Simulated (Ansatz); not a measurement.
# C3H6SSi: a ladder of functionals and wavefunction methods

One table from this session's results is given with a row withheld; the runs are named, their logs left out.

The runs use Ansatz 0.2.0, Gaussian basis; functionals in def2-TZVPP, the program's frozen cores in correlated methods.

Plan: PBE-D4, r2SCAN-D4, PBE0-D4, B3LYP-D4, ωB97X-V, ωB97M-V, B2PLYP; CCSD(T)/def2-TZVPP; MP2/def2-QZVPP; extrapolation to the limit.

## The relaxed structure

An earlier PBE0-D4 in a triple-zeta def2 set relaxation fixed the geometry.

SMILES `CC#CS[SiH3]`, 11 atoms, charge 0, spin multiplicity 1.

Atoms are counted from 1 here; the program's logs count them from 0.

Bond lengths: C1–C2 1.448 Å, C1–H6 1.093 Å, C1–H7 1.093 Å, C1–H8 1.093 Å, C2–C3 1.206 Å, C3–S4 1.684 Å, S4–Si5 2.149 Å, Si5–H9 1.482 Å, Si5–H10 1.482 Å, Si5–H11 1.485 Å. Angles: C2–C1–H6 111.2°, C2–C1–H7 110.6°, C2–C1–H8 111.2°, H6–C1–H7 107.8°, H6–C1–H8 108.1°, H7–C1–H8 107.8°, C1–C2–C3 179.9°, C2–C3–S4 178.4°, C3–S4–Si5 96.3°, S4–Si5–H9 110.1°, S4–Si5–H10 110.1°, S4–Si5–H11 105.3°, H9–Si5–H10 110.0°, H9–Si5–H11 110.7°, H10–Si5–H11 110.7°.

Set-up of the first run:

File in.yaml:

```yaml
crystal:
  periodic: [false, false, false]
  atoms:
    - {symbol: C, position_ang: [-0.051103, -0.823806, 2.392397]}
    - {symbol: C, position_ang: [-0.002639, -0.859398, 0.945294]}
    - {symbol: C, position_ang: [0.037907, -0.890473, -0.259985]}
    - {symbol: S, position_ang: [0.095602, -0.982057, -1.940199]}
    - {symbol: Si, position_ang: [0.050960, 1.137505, -2.291946]}
    - {symbol: H, position_ang: [-0.951452, -1.315299, 2.770048]}
    - {symbol: H, position_ang: [-0.057876, 0.208563, 2.751648]}
    - {symbol: H, position_ang: [0.817721, -1.323528, 2.828577]}
    - {symbol: H, position_ang: [-1.197513, 1.718953, -1.743304]}
    - {symbol: H, position_ang: [1.228446, 1.783083, -1.663816]}
    - {symbol: H, position_ang: [0.095347, 1.289457, -3.768012]}
basis:
  gaussian: {orbitals: def2-TZVPP}
hamiltonian: {xc: pbe, dispersion: d4}
output: {forces: true, orbitals: {seedname: orbitals}}
```

Launch:

```bash
> ansatz run in.yaml --threads 4 --pin off --events-out ev --progress --plain --max-ram 10444MiB
```

Among the steps run: PBE-D4 (GGA); r2SCAN-D4 (meta-GGA); PBE0-D4 (hybrid); B3LYP-D4 (hybrid); ωB97X-V (range-separated); ωB97M-V (range-separated); B2PLYP (double hybrid); CCSD(T) in def2-TZVPP; MP2 in def2-QZVPP.

One table of the session follows, with a row left open; its other results are not shown here.

```
            method  atomisation energy (kJ/mol)
            PBE-D4                       4225.5
         r2SCAN-D4                       4151.8
           PBE0-D4                       4157.3
          B3LYP-D4                       4135.2
           ωB97X-V                       4144.4
           ωB97M-V                       4147.8
            B2PLYP                       4093.9
     HF/def2-TZVPP                       3034.6
    MP2/def2-TZVPP                       4094.0
   CCSD/def2-TZVPP                       3950.8
CCSD(T)/def2-TZVPP                       4019.8
           MP2/CBS                            ?
       CCSD(T)/CBS                       4128.7
```

Q: Estimate the row for MP2/CBS from the others.

The run gave: atomisation energy (kJ/mol): 4202.9. In the column «atomisation energy (kJ/mol)» it lies between PBE0-D4 (4157.3) and PBE-D4 (4225.5).
